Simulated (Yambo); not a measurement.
# TaF3 (Pm-3m) in Yambo: notebook, part 2 of 2

Yambo 5.3.0. The steps go on from the part before.

## (3) Optical spectrum, PBE

The input, optics1.in:

```
optics
chi
Chimod= "HARTREE"
% BndsRnXd
 1 | 32 |
%
NGsBlkXd= 2 Ry
% LongDrXd
 0 | 0 | 1 |
%
% QpntsRXd
 1 | 1 |
%
% EnRngeXd
 0 | 10 | eV
%
% DmRngeXd
 0.1 | 0.1 | eV
%
ETStpsXd= 300
```

The input, scf.in:

```
&CONTROL
  calculation = 'scf'
  prefix = 'pwscf'
  outdir = './tmp'
  pseudo_dir = './pseudo'
/
&SYSTEM
  ibrav = 0
  nat = 4
  ntyp = 2
  ecutwfc = 84
  nbnd = 25
  occupations = 'smearing'
  smearing = 'fd'
  degauss = 0.00367493
  force_symmorphic = .true.
/
&ELECTRONS
  conv_thr = 8d-10
  electron_maxstep = 120
  mixing_beta = 0.5
/
ATOMIC_SPECIES
Ta   180.9479 Ta.upf
F     18.9984 F.upf
CELL_PARAMETERS bohr
   7.3721995574    0.0000000000    0.0000000000
   0.0000000000    7.3721995574    0.0000000000
   0.0000000000    0.0000000000    7.3721995574
ATOMIC_POSITIONS bohr
Ta     0.0000000000    0.0000000000    0.0000000000
F      0.0000000000    0.0000000000    3.6860997787
F      0.0000000000    3.6860997787    0.0000000000
F      3.6860997787    0.0000000000    0.0000000000
K_POINTS automatic
12 12 12 0 0 0
```

The input, nscf.in:

```
&CONTROL
  calculation = 'nscf'
  prefix = 'pwscf'
  outdir = './tmp'
  pseudo_dir = './pseudo'
/
&SYSTEM
  ibrav = 0
  nat = 4
  ntyp = 2
  ecutwfc = 84
  nbnd = 37
  occupations = 'smearing'
  smearing = 'fd'
  degauss = 0.00367493
  force_symmorphic = .true.
/
&ELECTRONS
  conv_thr = 1d-08
  diago_full_acc = .true.
  diago_thr_init = 1d-06
/
ATOMIC_SPECIES
Ta   180.9479 Ta.upf
F     18.9984 F.upf
CELL_PARAMETERS bohr
   7.3721995574    0.0000000000    0.0000000000
   0.0000000000    7.3721995574    0.0000000000
   0.0000000000    0.0000000000    7.3721995574
ATOMIC_POSITIONS bohr
Ta     0.0000000000    0.0000000000    0.0000000000
F      0.0000000000    0.0000000000    3.6860997787
F      0.0000000000    3.6860997787    0.0000000000
F      3.6860997787    0.0000000000    0.0000000000
K_POINTS automatic
12 12 12 0 0 0
```

Potentials or basis: PseudoDojo 0.4.1 SR PBE standard.

Command:

```console
$ OMP_NUM_THREADS=1 pw.x -in scf.in > scf.out
$ OMP_NUM_THREADS=1 pw.x -in nscf.in > nscf.out
$ cd tmp/pwscf.save; p2y; mv SAVE ../..; cd ../..
$ OMP_NUM_THREADS=1 yambo
$ OMP_NUM_THREADS=1 yambo -F optics1.in -J optics1 -C optics1_out
```

Yambo's report:

```text
[... sections 02.01 to 02.04 as in the set-up run ...]

  [02.05] Energies & Occupations
  ==============================

  [X] === General ===
  [X] Electronic Temperature                        :  0.258606E-1   300.100    [eV K]
  [X] Bosonic    Temperature                        :  0.258606E-1   300.100    [eV K]
  [X] Finite Temperature mode                       : yes
  [X] El. density                                   :  0.57264E+24 [cm-3]
  [X] Fermi Level                                   :  10.22579 [eV]

  [X] === Gaps and Widths ===
  [X] Conduction Band Min                           :  10.22579 [eV]
  [X] Valence Band Max                              :  10.22579 [eV]
  [X] Filled Bands                                  :  16
  [X] Metallic Bands                                :  17  20
  [X] Empty Bands                                   :   21   37

  [X] === Metallic Characters ===
  [X] N of el / N of met el                         :  34.00000   2.16760
  [X] Average metallic occ.                         :  0.135475

  [WARNING] [X] Metallic system

 [03] Transferred momenta grid and indexing
[... 65 lines left out ...]

  [04.01] Setup: observables and procedures
  =========================================

  [WARNING] [x,Vnl] slows the Dipoles computation. To neglect it rename the ns.kb_pp file
  [WF-Oscillators/G space/Transverse up loader] Normalization (few states)  min/max  :  0.66808E-17   1.0000

  [WR./optics1//ndb.dipoles]------------------------------------------------------
   Brillouin Zone Q/K grids (IBZ/BZ)                :    84  1728    84  1728
   RL vectors                                       :   6619 [WF]
   Fragmentation                                    : yes
   Electronic Temperature                           :  300.1000 [K]
   Bosonic    Temperature                           :  300.1000 [K]
   DIP band range                                   :    1   32
   DIP band range limits                            :  20  17
   DIP e/h energy range                             : -1.000000 -1.000000 [eV]
   RL vectors in the sum                            :   6619
   [r,Vnl] included                                 : yes
   Bands ordered                                    : yes
   Direct v evaluation                              : no
   Approach used                                    : G-space v
   Dipoles computed                                 : R V P [G-space]
   Wavefunctions                                    : Perdew, Burke & Ernzerhof(X)+Perdew, Burke & Ernzerhof(C)

  [WARNING] [r,Vnl^pseudo] included in position and velocity dipoles.

  [WARNING] In case H contains other non local terms, these are neglected

 [05] Optics
 ===========

 [X-CG] R(p) Tot o/o(of R):    18162   475247      100

 [WARNING] The system is a metal but Drude term not included.
```

Wall time 15 min (1 thread of Intel Xeon at 2.50GHz (Skylake/Cascade Lake), shared host); peak memory 0.88 GiB.

Results:

* Band gap on the k mesh, mean-field level: none (metal or under the smearing width)

Dielectric function (along the field direction of the input):
```csv
energy (eV),real part,imaginary part
0.27,-13.08,14.99
0.50,-4.24,2.99
0.74,-1.05,1.12
1.00,0.22,0.54
1.24,0.79,0.30
1.51,1.22,0.17
1.74,1.39,0.10
2.01,1.59,0.08
2.24,1.67,0.05
2.51,1.77,0.04
2.74,1.83,0.05
3.01,1.90,0.05
3.24,1.91,0.07
3.51,1.93,0.05
3.75,1.96,0.05
3.98,1.99,0.04
4.25,2.02,0.04
4.48,2.04,0.03
4.75,2.08,0.02
4.98,2.11,0.02
5.25,2.15,0.02
5.48,2.19,0.02
5.75,2.24,0.02
5.99,2.29,0.03
6.25,2.36,0.04
6.49,2.42,0.12
6.76,2.38,0.14
6.99,2.43,0.10
7.22,2.53,0.09
7.49,2.66,0.18
7.73,2.62,0.26
7.99,2.67,0.17
8.23,2.78,0.17
8.49,3.05,0.18
8.73,3.31,0.30
9.00,3.62,0.54
9.23,4.05,0.99
9.50,4.16,2.21
9.73,3.16,2.75
10.00,1.72,3.07
```

Caveat: the intraband (Drude) term of the metal is left out; the ground state has no gap, which makes the many-body step unreliable; these spectra lack excitons.

## (4) Optical spectrum, PBE

The input, optics2.in:

```
optics
chi
tddft
Chimod= "ALDA"
% BndsRnXd
 1 | 32 |
%
NGsBlkXd= 4 Ry
% LongDrXd
 0 | 0 | 1 |
%
% QpntsRXd
 1 | 1 |
%
% EnRngeXd
 0 | 20 | eV
%
% DmRngeXd
 0.1 | 0.1 | eV
%
ETStpsXd= 300
FxcGRLc= 4 Ry
VXCRLvcs= 4 Ry
```

scf.in is that of step 3.

nscf.in is that of step 3.

Potentials or basis: PseudoDojo 0.4.1 SR PBE standard.

Command:

```console
$ OMP_NUM_THREADS=1 pw.x -in scf.in > scf.out
$ OMP_NUM_THREADS=1 pw.x -in nscf.in > nscf.out
$ cd tmp/pwscf.save; p2y; mv SAVE ../..; cd ../..
$ OMP_NUM_THREADS=1 yambo
$ OMP_NUM_THREADS=1 yambo -F optics2.in -J optics2 -C optics2_out
```

Yambo's report:

```text
[... sections 02.01 to 02.04 as in the set-up run ...]

  [02.05] Energies & Occupations
  ==============================

  [X] === General ===
  [X] Electronic Temperature                        :  0.258606E-1   300.100    [eV K]
  [X] Bosonic    Temperature                        :  0.258606E-1   300.100    [eV K]
  [X] Finite Temperature mode                       : yes
  [X] El. density                                   :  0.57264E+24 [cm-3]
  [X] Fermi Level                                   :  10.22579 [eV]

  [X] === Gaps and Widths ===
  [X] Conduction Band Min                           :  10.22579 [eV]
  [X] Valence Band Max                              :  10.22579 [eV]
  [X] Filled Bands                                  :  16
  [X] Metallic Bands                                :  17  20
  [X] Empty Bands                                   :   21   37

  [X] === Metallic Characters ===
  [X] N of el / N of met el                         :  34.00000   2.16760
  [X] Average metallic occ.                         :  0.135475

  [WARNING] [X] Metallic system

 [03] Transferred momenta grid and indexing
 ==========================================

 IBZ Q-points                                      :   84
 BZ  Q-points                                      :  1728

 K/Q-points units:
 rlu = crystal or reduced units; cc = cartesian coordinates; iku = interal k-units

 Q [ 1]         [rlu]:  0.000000  0.000000  0.000000
 Q [ 2]         [rlu]:  0.000000  0.000000  0.083333
 Q [ 3]         [rlu]:  0.000000  0.000000  0.166667
 Q [ 4]         [rlu]:  0.000000  0.000000  0.250000
 Q [ 5]         [rlu]:  0.000000  0.000000  0.333333
 Q [ 6]         [rlu]:  0.000000  0.000000  0.416667
 Q [ 7]         [rlu]:  0.000000  0.000000 -0.500000
 Q [ 8]         [rlu]:  0.000000  0.083333  0.083333
 Q [ 9]         [rlu]:  0.000000  0.083333  0.166667
 Q [10]         [rlu]:  0.000000  0.083333  0.250000
 Q [11]         [rlu]:  0.000000  0.083333  0.333333
 Q [12]         [rlu]:  0.000000  0.083333  0.416667
 Q [13]         [rlu]:  0.000000  0.083333 -0.500000
 Q [14]         [rlu]:  0.000000  0.166667  0.166667
 Q [15]         [rlu]:  0.000000  0.166667  0.250000
[... 33 lines left out ...]
 Q [49]         [rlu]:  0.083333 -0.500000 -0.500000
 Q [50]         [rlu]:  0.166667  0.166667  0.166667

 Remaining 34 points informations can be written running with -fatlog

 [WARNING] [Xd] User bands 1-32 break level degeneracy

 [04] Dipoles
 ============

  [04.01] Setup: observables and procedures
  =========================================

  [WARNING] [x,Vnl] slows the Dipoles computation. To neglect it rename the ns.kb_pp file
  [WF-Oscillators/G space/Transverse up loader] Normalization (few states)  min/max  :  0.66808E-17   1.0000

  [WR./optics2//ndb.dipoles]------------------------------------------------------
   Brillouin Zone Q/K grids (IBZ/BZ)                :    84  1728    84  1728
   RL vectors                                       :   6619 [WF]
   Fragmentation                                    : yes
   Electronic Temperature                           :  300.1000 [K]
   Bosonic    Temperature                           :  300.1000 [K]
   DIP band range                                   :    1   32
   DIP band range limits                            :  20  17
   DIP e/h energy range                             : -1.000000 -1.000000 [eV]
   RL vectors in the sum                            :   6619
   [r,Vnl] included                                 : yes
   Bands ordered                                    : yes
   Direct v evaluation                              : no
   Approach used                                    : G-space v
   Dipoles computed                                 : R V P [G-space]
   Wavefunctions                                    : Perdew, Burke & Ernzerhof(X)+Perdew, Burke & Ernzerhof(C)

  [WARNING] [r,Vnl^pseudo] included in position and velocity dipoles.

  [WARNING] In case H contains other non local terms, these are neglected

 [05] Optics
 ===========

 [xc] Functional : Perdew, Burke & Ernzerhof(X)+Perdew, Burke & Ernzerhof(C)
 [xc] LIBXC used to calculate xc functional
  PP Number of Atomic Species                      :  2
  NLCC RL compoments                               :   41851
 [X-CG] R(p) Tot o/o(of R):    18162   475247      100

 [WARNING] The system is a metal but Drude term not included.
```

Wall time 18 min (1 thread of Intel Xeon at 2.50GHz (Skylake/Cascade Lake), shared host); peak memory 0.94 GiB.

Results:

```yaml
Band_gap_on_the_k_mesh_mean-field_level: none (metal or under the smearing width)
```

Dielectric function (along the field direction of the input):
```tsv
energy (eV)	real part	imaginary part
0.27	-13.07	14.99
0.74	-1.03	1.12
1.27	0.86	0.27
1.74	1.41	0.10
2.27	1.70	0.05
2.74	1.84	0.05
3.28	1.93	0.07
3.75	1.98	0.05
4.28	2.04	0.04
4.82	2.11	0.02
5.28	2.18	0.02
5.82	2.28	0.02
6.29	2.40	0.05
6.82	2.41	0.13
7.29	2.59	0.11
7.83	2.62	0.25
8.36	2.95	0.14
8.83	3.46	0.40
9.36	4.22	1.57
9.83	2.84	3.11
10.37	1.50	1.45
10.84	1.77	1.44
11.37	2.05	1.39
11.84	2.36	1.66
12.37	2.37	2.15
12.91	2.03	3.00
13.38	0.56	2.94
13.91	0.15	1.87
14.38	0.64	1.64
14.92	0.28	1.78
15.38	0.32	0.81
15.92	0.74	0.93
16.45	0.43	1.17
16.92	0.59	0.92
17.46	0.73	0.74
17.93	0.77	0.93
18.46	0.53	0.85
18.93	0.62	0.77
19.46	0.78	0.80
20.00	0.75	0.72
```

Caveat: the LDA kernel is used on GGA states, which is inconsistent by a few percent; the intraband (Drude) term of the metal is left out; the ground state has no gap, which makes the many-body step unreliable; these spectra lack excitons.

## (5) Overview

```csv
broadening,kernel,top of the energy range,energy points,cutoff of the response matrix,gap on the mesh (eV)
0.2 eV,none (independent particles),30 eV,200,-,none
0.1 eV,Hartree (RPA with local fields),10 eV,300,2 Ry,none
0.1 eV,adiabatic LDA,20 eV,300,4 Ry,none
```

Alike in all rows: task optical spectrum; level PBE; potentials or basis PseudoDojo 0.4.1 SR PBE standard; no spin polarisation; cell as given; k mesh 12 × 12 × 12; cutoff (eV) 1143; smearing fermi-dirac 0.05 eV.

Every run on the cell as given and a fine mesh finds a metal.

Caveats: the intraband (Drude) term of the metal is left out; the ground state has no gap, which makes the many-body step unreliable; these spectra lack excitons (some runs); independent-particle spectra lack excitons (some runs); the LDA kernel is used on GGA states, which is inconsistent by a few percent (some runs).

Total energies depend on the potentials used, so only differences within one code and one set of settings carry meaning.
